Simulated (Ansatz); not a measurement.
# Cl2Pb: the cost of one run

Computed with Ansatz 0.2.0 (the levels named in each step, unless a step's input says otherwise).

### Step 1. The structure to begin with

Bond lengths: Cl1–Pb2 2.481 Å, Pb2–Cl3 2.481 Å. Angles: Cl1–Pb2–Cl3 100.8°.

Structure file:

```xyz
3

Cl   -1.7942   -1.3511   -0.0057
Pb   -0.0375    0.4015    0.0008
Cl    2.0135   -0.9953    0.0010
```

### Step 2. A rough first relaxation, PBE-D4/def2-SVP

This run stands in another session on the same molecule. It ended at:

```xyz
3

Cl   -1.8139   -1.3573   -0.0058
Pb   -0.0383    0.4101    0.0008
Cl    2.0341   -0.9977    0.0010
```

### Step 3. Relaxation, PBE0-D4/def2-TZVPP

This run stands in another session on the same molecule. It ended at:

```xyz
3

Cl   -1.7488   -1.3511   -0.0057
Pb   -0.0383    0.4099    0.0008
Cl    1.9689   -1.0037    0.0009
```

### Step 4. Frequencies, PBE0-D4/def2-TZVPP

input.yaml reads:

```yaml
crystal:
  periodic: [false, false, false]
  atoms:
    - { symbol: Cl, position_ang: [-1.74883411, -1.35113718, -0.00566905] }
    - { symbol: Pb, position_ang: [-0.03830682, 0.40989879, 0.00082703] }
    - { symbol: Cl, position_ang: [1.96893092, -1.00367161, 0.00090201] }
basis:
  gaussian: { orbitals: def2-TZVPP }
hamiltonian:
  xc: pbe0
  dispersion: d4
phonons: {}
```

Launch:

```sh
ansatz run input.yaml --threads 4 --pin off --max-ram 10240MiB --backend cpu --events-out ev --progress --plain --runs-dir out
```

What time and memory should one allow on 4 threads of Intel Xeon at 2.50GHz (Skylake/Cascade Lake), shared host?

About 17 s, with a peak of 0.33 GiB.
